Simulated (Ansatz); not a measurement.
**Cl3H5InNSi: how energies converge with the basis set**

How large a basis does Cl3H5InNSi need? Two functionals are run in growing sets.

Computed with Ansatz 0.2.0, Gaussian basis. Level: one geometry, several basis sets.

The runs, in order: PBE0-D4/def2-SVP; ωB97M-V/def2-SVP; PBE0-D4/def2-QZVPP; ωB97M-V/def2-QZVPP; the functionals' def2-TZVPP values are taken from earlier runs.

## (1) Structure used throughout

An earlier PBE0-D4 in a triple-zeta def2 set relaxation fixed the geometry. In takes the def2 core potential; no spin-orbit term is included.

SMILES `[SiH3][NH2+][In-]([Cl])([Cl])[Cl]`, 11 atoms, charge 0, spin multiplicity 1.

Atoms are counted from 1 here; the program's logs count them from 0.

Bond lengths: Si1–N2 1.795 Å, Si1–H7 1.476 Å, Si1–H8 1.483 Å, Si1–H9 1.476 Å, N2–In3 2.301 Å, N2–H10 1.017 Å, N2–H11 1.017 Å, In3–Cl4 2.326 Å, In3–Cl5 2.329 Å, In3–Cl6 2.326 Å. Angles: N2–Si1–H7 106.2°, N2–Si1–H8 109.0°, N2–Si1–H9 106.2°, H7–Si1–H8 111.1°, H7–Si1–H9 112.9°, H8–Si1–H9 111.1°, Si1–N2–In3 117.2°, Si1–N2–H10 112.4°, Si1–N2–H11 112.3°, In3–N2–H10 103.9°, In3–N2–H11 103.8°, H10–N2–H11 106.3°, N2–In3–Cl4 99.6°, N2–In3–Cl5 96.4°, N2–In3–Cl6 99.5°, Cl4–In3–Cl5 117.8°, Cl4–In3–Cl6 118.0°, Cl5–In3–Cl6 117.8°.

## (2) PBE0-D4 in def2-SVP

in.yaml

```yaml
crystal:
  periodic: [false, false, false]
  atoms:
    - {symbol: Si, position_ang: [-0.215815, -1.476081, 0.811146]}
    - {symbol: N, position_ang: [0.731391, -0.281775, -0.137185]}
    - {symbol: In, position_ang: [-0.322458, 1.682558, -0.706623]}
    - {symbol: Cl, position_ang: [-2.097006, 0.827017, -1.943350]}
    - {symbol: Cl, position_ang: [1.466598, 2.610250, -1.874061]}
    - {symbol: Cl, position_ang: [-0.771796, 2.506069, 1.421927]}
    - {symbol: H, position_ang: [-1.379472, -1.834797, -0.022968]}
    - {symbol: H, position_ang: [0.634764, -2.661076, 1.080561]}
    - {symbol: H, position_ang: [-0.594922, -0.796844, 2.065617]}
    - {symbol: H, position_ang: [1.046277, -0.657561, -1.028577]}
    - {symbol: H, position_ang: [1.567741, 0.025040, 0.354114]}
basis:
  gaussian: {orbitals: def2-SVP}
hamiltonian: {xc: pbe0, dispersion: d4}
output: {orbitals: {seedname: orbitals}}
```

On the command line:

```bash
ansatz run in.yaml --threads 4 --pin off --events-out ev --progress --plain --max-ram 11315MiB
```

After this run come: ωB97M-V in def2-SVP; PBE0-D4 in def2-QZVPP; ωB97M-V in def2-QZVPP.

Before running them: what should the planned runs give, taken together? Wanted: PBE0-D4: double and triple zeta above quadruple; ωB97M-V: double and triple zeta above quadruple.

The runs gave:

```
                                       quantity           value
PBE0-D4: double and triple zeta above quadruple  19.31, 1.51 eV
ωB97M-V: double and triple zeta above quadruple  19.19, 1.43 eV
```

What this shows: For PBE0-D4 the step from double to triple zeta gains 17.80 eV and the next only 1.51 eV. These are total energies; as a rule much of such shifts cancels in differences, which this series doesn't test.
